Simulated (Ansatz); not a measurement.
# Be3Rh: the cost of one run

All numbers are computed with the Python package of Ansatz 0.2.0. Level of theory: DFT LDA, plane waves, norm-conserving potentials.

### Step 1. Starting point

It takes space group I4/mmm (No. 139, tetragonal). Conventional cell: a = 3.233 Å, b = 3.233 Å, c = 7.275 Å, α = 90.00°, β = 90.00°, γ = 90.00°. Be (site symmetry -4m2) has 8 Be at 2.29 to 2.43 Å and 4 Rh at 2.43 Å as nearest neighbours. Be (site symmetry 4/mmm) has 4 Rh at 2.29 Å and 8 Be at 2.43 Å as nearest neighbours. Rh (site symmetry 4/mmm) has 12 Be at 2.29 to 2.43 Å as nearest neighbours.

The script reads be3rh.cif:

```cif
data_Be3Rh
_cell_length_a 4.295996
_cell_length_b 4.295996
_cell_length_c 4.295996
_cell_angle_alpha 135.79699
_cell_angle_beta 135.79699
_cell_angle_gamma 64.29435
_symmetry_space_group_name_H-M 'P 1'
_symmetry_Int_Tables_number 1
loop_
_symmetry_equiv_pos_as_xyz
'x, y, z'
loop_
_atom_site_label
_atom_site_type_symbol
_atom_site_fract_x
_atom_site_fract_y
_atom_site_fract_z
Be1 Be    0.750000    0.250000    0.500000
Be2 Be    0.250000    0.750000    0.500000
Be3 Be    0.500000    0.500000    0.000000
Rh4 Rh    0.000000    0.000000    0.000000
```

### Step 2. The script

compress_be3rh.py

```python
import ansatz as az
from ase.io import read
import numpy as np
import pandas as pd

FUNCTIONAL = "lda"
MAX_SCF = 80
FILLING = "cold"

def edges_and_angles(cell):
    cell = np.asarray(cell)
    a, b, c = np.linalg.norm(cell, axis=1)
    cosines = cell[1] @ cell[2] / (b * c), cell[0] @ cell[2] / (a * c), cell[0] @ cell[1] / (a * b)
    return (a, b, c, *np.degrees(np.arccos(cosines)))

atoms = read("be3rh.cif")
system = az.Crystal.from_ase(atoms)

job = system.calculation()
job = job.functional(FUNCTIONAL).pseudopotentials("nc")
job = job.scf(max_iterations=MAX_SCF).kpoints(10, shift=0.5)
job = job.occupations(FILLING)
job = job.accuracy("medium")

rows = []
for pressure in [0, 5, 10, 20]:
    outcome = job.relax(cell=True, pressure=pressure, force_tolerance=0.001, max_steps=40, max_displacement=0.05).run(threads=1, pin="off")
    cell = outcome.lattice.cell_ang
    n_atoms = len(outcome.lattice.sites)
    volume = abs(np.linalg.det(cell)) / n_atoms
    enthalpy = outcome.report["free_energy_ev"] / n_atoms + pressure * volume / 160.21766
    rows.append((pressure, volume, enthalpy, *edges_and_angles(cell)))
    print(f"{pressure} GPa done: {volume:.4f} A^3/atom")

table = pd.DataFrame(rows, columns=["P_GPa", "V_A3_atom", "H_eV_atom", "a", "b", "c", "alpha", "beta", "gamma"])
print(table.round(4).to_string(index=False))
p, v = np.array([row[0] for row in rows], float), np.array([row[1] for row in rows])
print("mean bulk modulus between rows (GPa):", np.round(-np.diff(p) / np.diff(np.log(v)), 1))
```

### Step 3. Launch

Command:

```sh
$ python compress_be3rh.py
```

What time and memory should one allow on 1 thread of Arm Neoverse V2, shared host?

About 4.8 min, with a peak of 0.65 GiB.
